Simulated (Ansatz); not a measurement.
Run this with the Ansatz DFT code, driven from Python and show what comes out.

`dimer_c2h3b.py`:
```python
# -*- coding: utf-8 -*-
"""Binding of a C2H3B dimer at a trial geometry."""

import ansatz as az

FIRST = [
    ("B", (-0.8244, 0.6246, -0.3576)),
    ("C", (0.2647, -0.2226, 0.1381)),
    ("C", (1.1326, -0.9171, 0.5246)),
    ("H", (-1.7129, 0.1979, -0.9445)),
    ("H", (-0.8126, 1.8338, -0.2486)),
    ("H", (1.9528, -1.5165, 0.888)),
]
SECOND = [
    ("B", (3.8497, -0.9092, -4.6019)),
    ("C", (3.5842, -0.8132, -3.1632)),
    ("C", (3.3596, -0.7207, -2.0117)),
    ("H", (3.5829, -0.0648, -5.331)),
    ("H", (4.2913, -1.9152, -5.1188)),
    ("H", (3.1623, -0.6804, -0.9517)),
]

def energy(atoms, ghosts=()):
    molecule = az.Crystal.molecule()
    for symbol, xyz in atoms:
        molecule = molecule.atom(symbol, xyz)
    calc = (
        molecule.calculation()
        .basis(gaussian="cc-pVDZ")
        .functional("b3lyp", dispersion="d3bj")
    )
    deck = calc.input()
    if ghosts:
        deck = deck.set(az.key.basis.gaussian.ghost_atoms, [{"symbol": s, "position_ang": list(xyz)} for s, xyz in ghosts])
    return az.Session.from_dict(deck).plan().execute().report["free_energy_ev"]

# ghost atoms carry the functions of the partner
both = energy(FIRST + SECOND)
alone = energy(FIRST) + energy(SECOND)
ghosted = energy(FIRST, SECOND) + energy(SECOND, FIRST)
print(f"dimer {both:.6f} eV")
print(f"interaction, uncorrected   {23.060548 * (both - alone):8.3f} kcal/mol")
print(f"interaction, counterpoise  {23.060548 * (both - ghosted):8.3f} kcal/mol")
print(f"basis-set superposition    {23.060548 * (alone - ghosted):8.3f} kcal/mol")
```

Running `python dimer_c2h3b.py` prints:
```text
dimer -5593.845226 eV
interaction, uncorrected     -0.220 kcal/mol
interaction, counterpoise     0.101 kcal/mol
basis-set superposition       0.321 kcal/mol
```

Uncorrected it is -0.220 kcal/mol, with the counterpoise correction 0.101 kcal/mol; the difference, 0.32 kcal/mol, is the superposition error. The sign changes with the correction, so this basis doesn't settle it.

Reading the output:
- Total energies depend on the basis set; only differences at equal settings carry meaning.
- The dimer is a generated trial pose of unrelaxed monomers, not a minimum, so the figure is no binding energy, and the basis set is small.
- b3lyp holds the VWN-RPA fit, as in Gaussian; the form of ORCA and Turbomole is b3lyp5.
- The whole script took 17 s on 1 thread of Arm Neoverse N1, with other jobs on the host, peak memory 0.26 GiB.
